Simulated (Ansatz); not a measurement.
**ClH3NOSV: how energies converge with the basis set**

How large a basis does ClH3NOSV need? Two functionals are run in growing sets.

Program: Ansatz 0.2.0, Gaussian basis. Level of theory: one geometry, several basis sets. These are calculated values, not measurements.

Levels to be run: PBE0-D4/def2-SVP; ωB97M-V/def2-SVP; PBE0-D4/def2-QZVPP; ωB97M-V/def2-QZVPP; the functionals' def2-TZVPP values are taken from earlier runs.

**1. The relaxed structure**

An earlier PBE0-D4 in a triple-zeta def2 set relaxation fixed the geometry.

SMILES `[NH2][V]([OH])(=[S])[Cl]`, 8 atoms, charge 0, spin multiplicity 1.

Atoms are counted from 1 here; the program's logs count them from 0.

Bond lengths: N1–V2 1.801 Å, N1–H6 1.008 Å, N1–H7 1.013 Å, V2–O3 1.747 Å, V2–S4 1.992 Å, V2–Cl5 2.166 Å, O3–H8 0.961 Å. Angles: V2–N1–H6 127.7°, V2–N1–H7 119.7°, H6–N1–H7 112.6°, N1–V2–O3 109.6°, N1–V2–S4 106.5°, N1–V2–Cl5 109.4°, O3–V2–S4 112.5°, O3–V2–Cl5 108.7°, S4–V2–Cl5 110.1°, V2–O3–H8 124.6°.

**2. PBE0-D4 in def2-SVP**

The input, in.yaml:

```yaml
crystal:
  periodic: [false, false, false]
  atoms:
    - {symbol: N, position_ang: [-0.876208, 1.005856, 0.316994]}
    - {symbol: V, position_ang: [0.369872, -0.130211, -0.316341]}
    - {symbol: O, position_ang: [0.650948, -1.400422, 0.849904]}
    - {symbol: S, position_ang: [-0.327381, -0.826427, -2.047427]}
    - {symbol: Cl, position_ang: [2.223504, 0.942617, -0.636500]}
    - {symbol: H, position_ang: [-1.683527, 1.366698, -0.166259]}
    - {symbol: H, position_ang: [-0.822831, 1.324152, 1.276862]}
    - {symbol: H, position_ang: [0.557823, -2.339364, 0.666867]}
basis:
  gaussian: {orbitals: def2-SVP}
hamiltonian: {xc: pbe0, dispersion: d4}
output: {orbitals: {seedname: orbitals}}
```

Started as:

```
$ ansatz run in.yaml --threads 2 --pin off --events-out ev --progress --plain --max-ram 22528MiB --backend cpu
```

After this run come: ωB97M-V in def2-SVP; PBE0-D4 in def2-QZVPP; ωB97M-V in def2-QZVPP.

Q: Predict the results of all the runs planned. Wanted: PBE0-D4: double and triple zeta above quadruple; ωB97M-V: double and triple zeta above quadruple.

The runs gave:

| quantity | value |
| --- | --- |
| PBE0-D4: double and triple zeta above quadruple | 17.41, 1.41 eV |
| ωB97M-V: double and triple zeta above quadruple | 17.36, 1.33 eV |

For PBE0-D4 the step from double to triple zeta gains 16.01 eV and the next only 1.41 eV. Total energies overstate the basis error of differences, where much of it tends to cancel.
